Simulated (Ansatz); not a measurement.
## NaLi3, space group I4/mmm: a relaxation of cell and ions, step by step

With the Ansatz DFT code, driven from Python.

The cells in order, each with its output:

```python
from pathlib import Path
import json

import ansatz as az
from ase import Atoms
from ase.data import atomic_numbers
import numpy as np
import spglib
```

```python
FILLING = "cold"
K_SPACING = 0.32
FUNCTIONAL = "r2scan"
FORCE_TOL = 0.05
```

```python
def edges_and_angles(cell):
    cell = np.asarray(cell)
    a, b, c = np.linalg.norm(cell, axis=1)
    cosines = cell[1] @ cell[2] / (b * c), cell[0] @ cell[2] / (a * c), cell[0] @ cell[1] / (a * b)
    return (a, b, c, *np.degrees(np.arccos(cosines)))
```

```python
atoms = Atoms(
    ["Na", "Li", "Li", "Li"],
    scaled_positions=[
        (0.0, 0.0, 0.0),
        (0.75, 0.25, 0.5),
        (0.25, 0.75, 0.5),
        (0.5, 0.5, 0.0),
    ],
    cell=[
        (-2.315833, 2.315833, 4.648158),
        (2.315833, -2.315833, 4.648158),
        (2.315833, 2.315833, -4.648158),
    ],
    pbc=True,
)
structure = az.Crystal.from_ase(atoms)
```

```python
len(structure.resolved().sites)
```

    4

```python
# every cell quantity that the symmetry leaves free
calc = (
    structure.calculation()
    .occupations(FILLING)
    .pseudopotentials("paw")
    .kpoints(spacing=K_SPACING)
    .functional(FUNCTIONAL)
    .relax(force_tolerance=FORCE_TOL, cell=True)
    .density()
    .potential()
    .electron_localization_function()
    .output_files(volumetric_format="npy")
    .band_table()
)
result = calc.run(events_out="events.ndjson")
with open("events.ndjson") as stream:
    events = [json.loads(line) for line in stream]
steps = [e["data"] for e in events if e["event"] == "relax_step"]
report = result.report
```

    DeckWarning: basis.ecutwfc = 500 eV, auto-derived from the records' recommended cutoffs: set by Na (their level for a meta-GGA)

```python
{key: value for key, value in report.items() if isinstance(value, (int, float)) and "ev" in key}
```

    {'gap_by_band_count_ev': -3.0785706868830314,
     'fermi_energy_ev': 1.2417864999369934,
     'harris_foulkes_ev': -2103.8807626727585,
     'scf_correction_max_component_ev_ang': 6.77927340424307e-32,
     'free_energy_ev': -2103.8807626727616,
     'internal_energy_ev': -2103.881663434553,
     'lagrangian_ev': -2103.8807626727616,
     'energy_sigma0_ev': -2103.8810629266923,
     'lagrangian_sigma0_ev': -2103.8810629266923,
     'lagrangian_above_aufbau_ev': -7.171738865537774e-05,
     'entropy_ts_ev': -0.0009007617914819173,
     'loop_fermi_energy_ev': 1.2417864999369934,
     'occupations_fermi_energy_ev': 1.241786499936152}

```python
[(site.symbol, site.position_frac.round(4).tolist()) for site in result.lattice.sites]
```

    [(<Element.NA: 'Na'>, [-0.0, -0.0, -0.0]), (<Element.LI: 'Li'>, [0.75, 0.25, 0.5]),
     (<Element.LI: 'Li'>, [0.25, 0.75, 0.5]), (<Element.LI: 'Li'>, [0.5, 0.5, -0.0])]

```python
report["free_energy_ev"]
```

    -2103.8807626727616

```python
for s in steps:
    flag = "" if s["accepted"] else "  (rejected)"
    print("step %2d  E = %.5f eV  largest force component = %.4f eV/A%s" % (s["step"], s["lagrangian_ev"], s["allowed_force_max_ev_ang"], flag))
```

    step  1  E = -2103.87674 eV  largest force component = 0.0000 eV/A
    step  2  E = -2103.87715 eV  largest force component = 0.0000 eV/A
    step  3  E = -2103.87785 eV  largest force component = 0.0000 eV/A
    step  4  E = -2103.87703 eV  largest force component = 0.0000 eV/A  (rejected)
    step  5  E = -2103.87908 eV  largest force component = 0.0000 eV/A
    step  6  E = -2103.87888 eV  largest force component = 0.0000 eV/A  (rejected)
    step  7  E = -2103.88051 eV  largest force component = 0.0000 eV/A
    step  8  E = -2103.88068 eV  largest force component = 0.0000 eV/A
    step  9  E = -2103.88076 eV  largest force component = 0.0000 eV/A

```python
first, last = steps[0], steps[-1]
symbols = [site.symbol for site in result.lattice.sites]
print(f"energy gained {first['lagrangian_ev'] - last['lagrangian_ev']:.4f} eV in {len(steps) - 1} steps")
for label, vectors in (("before", first["cell_ang"]), ("after", result.lattice.cell_ang)):
    print(label, "a b c (A) {:.4f} {:.4f} {:.4f}  angles {:.2f} {:.2f} {:.2f}".format(*edges_and_angles(vectors)), f" V = {abs(np.linalg.det(vectors)):.3f} A^3")
print("final stress xx yy zz (GPa, compression positive):", np.round(np.diag(report["stress_gpa"]), 3) + 0.0)
```

    energy gained 0.0040 eV in 8 steps
    before a b c (A) 5.6861 5.6861 5.6861  angles 131.93 131.93 70.34  V = 99.714 A^3
    after a b c (A) 5.6169 5.6169 5.6169  angles 130.24 130.24 73.03  V = 100.854 A^3
    final stress xx yy zz (GPa, compression positive): [ 0.003  0.003 -0.02 ]

```python
fractions = [site.position_frac for site in result.lattice.sites]
numbers = [atomic_numbers[s] for s in symbols]
for tolerance in (1e-3, 1e-2, 1e-1):
    print(f"space group at {tolerance} A:", spglib.get_spacegroup((result.lattice.cell_ang, fractions, numbers), symprec=tolerance))
```

    space group at 0.001 A: I4/mmm (139)
    space group at 0.01 A: I4/mmm (139)
    space group at 0.1 A: I4/mmm (139)

```python
print("atom   start x y z (A)              end x y z (A)")
for symbol, a, b in zip(symbols, first["positions_ang"], last["positions_ang"]):
    print(f"{symbol:3s}", " ".join(f"{v:8.4f}" for v in a), "  ", " ".join(f"{v:8.4f}" for v in b))
```

    atom   start x y z (A)              end x y z (A)
    Na    0.0000   0.0000   0.0000     -0.0000  -0.0000  -0.0000
    Li   -0.0000   2.3158   2.3241     -0.0000   2.3633   2.2571
    Li    2.3158  -0.0000   2.3241      2.3633  -0.0000   2.2571
    Li    0.0000   0.0000   4.6482     -0.0000  -0.0000   4.5143

```python
for key in ("converged", "n_iterations", "n_electrons", "n_kpoints", "n_pw", "n_symmetry_ops", "free_energy_ev", "fermi_energy_ev"):
    print(f"{key:18s} {report[key]}")
```

    converged          True
    n_iterations       7
    n_electrons        18.0
    n_kpoints          30
    n_pw               2569
    n_symmetry_ops     16
    free_energy_ev     -2103.8807626727616
    fermi_energy_ev    1.2417864999369934

```python
folder = Path(result.write_results("fields"))
print("densities in e/A^3, potentials in eV, ELF without unit")
for name in sorted(p.name for p in folder.glob("*.npy")):
    field = np.load(folder / name)
    print(f"{name:16s} {str(field.shape):16s} min {field.min():10.4f}  mean {field.mean():10.4f}  max {field.max():10.4f}")
```

    densities in e/A^3, potentials in eV, ELF without unit
    elf.npy          (45, 45, 45)     min     0.0125  mean     0.4084  max     0.9993
    rho.npy          (45, 45, 45)     min     0.0401  mean     0.1785  max    20.7612
    v_es.npy         (45, 45, 45)     min   -93.3043  mean     0.4645  max     4.6317
    v_tot.npy        (45, 45, 45)     min  -117.4819  mean    -6.3646  max    -1.7352

```python
table = np.array(report["eigenvalues_ev"]) - report["fermi_energy_ev"]
filling = np.array(report["occupations"])
weights = np.tile(report["kweights"], len(table) // len(report["kweights"]))
print("band   lowest  highest (eV from E_F)  electrons")
for band in range(table.shape[1]):
    if table[:, band].max() > -8:
        print(f"{band + 1:4d} {table[:, band].min():8.3f} {table[:, band].max():8.3f} {weights @ filling[:, band]:18.4f}")
print("electrons counted from the table:", round(float(weights @ filling.sum(axis=1)), 5))
```

    band   lowest  highest (eV from E_F)  electrons
       8   -3.775   -0.657             2.0000
       9   -2.002    2.047             1.4174
      10   -1.032    3.030             0.5172
      11   -0.267    3.133             0.0653
      12    2.148    5.043             0.0000
      13    2.435    5.490             0.0000
    electrons counted from the table: 18.0

Notes:
- Absolute energies stand on the zero of these potentials, so only differences at equal settings mean something. A total without «per atom» is that of the cell as typed.
- Forces vanish by symmetry, so the ions can't move, and the end may be a saddle.
- Under cold or Methfessel-Paxton smearing the entropy term is a generalised one and can be negative.
- The computed bands are complete only to about 2.4 eV above the Fermi level.
- The mesh is modest for a metal, so energies can be off by several to tens of meV an atom and pressures by half a GPa or more; differences at equal mesh fare better.
- The zero of the levels is a convention of the potentials, so an absolute Fermi energy is no work function.
- Energies along a relaxation are free energies. Rows at an unchanged volume are solved on a plane-wave basis chosen afresh for that cell, so the energy jumps there and such rows are no steps of the walk.
- These metals are very soft, so angles and axial ratios aren't settled by this mesh and stress tolerance.
- A gap by band count of zero or less means overlapping bands, a metal.
- Edges and angles are those of the cell as typed, here a primitive one, not of the conventional cell.
- Densities and potentials on the grid are those of the valence electrons, and inside the cores they hang on the potentials used.
- This cell is a computed structure, which may not be the phase found in nature.
- Gaps and levels are Kohn-Sham values on a finite set of k-points.
- Warnings are shown shortened and without file and line.
- Wall time of the script: 72 s on 1 thread of Arm Neoverse V1, with other jobs on the host, peak memory 0.86 GiB.

(Lines on the test bed's own set-up are left out of the output.)
